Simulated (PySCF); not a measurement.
# C8H6O: the cost of one run

Computed with PySCF 2.14.0 and routines of our own; the level stands in each step. Atoms count from 0.

## 1. The system as given

15 atoms, charge 0, multiplicity 1; geometry from: GFN2-xTB.

## 2. Relaxing the molecule at PBE0-D3(BJ)/def2-SVP

Job settings and geometry (Å):

```
{"job": {"xc": "PBE0", "basis": "def2-SVP", "d3": "d3bj", "grid": 2, "kind": "geom"}, "charge": 0, "multiplicity": 1}
C      3.195397     1.350169     0.899561
C      2.475991     0.612296     0.283794
C      1.640641    -0.241694    -0.473796
C      0.374354    -0.423185    -0.210711
C     -0.893406    -0.617750     0.068323
C     -1.278899    -1.680133     0.931740
C     -1.609797    -2.583692     1.648311
O     -1.939170     0.125449    -0.419590
C     -1.568391     1.187897    -1.256592
H      3.823522     1.988098     1.446296
H      2.121362    -0.746562    -1.307467
H     -1.894147    -3.369539     2.282402
H     -2.490968     1.688996    -1.543166
H     -0.909686     1.892356    -0.735336
H     -1.051214     0.825283    -2.152646
```

The run is started by

```
$ OMP_NUM_THREADS=1 python excited_run.py task.json out
```

The driver reads the jobs from task.json and runs them one after another.

Q: Estimate the wall time and peak memory of this first job on 1 thread of Intel Xeon Platinum 8488C, shared host.

About 51 s, with a peak of 0.75 GiB.
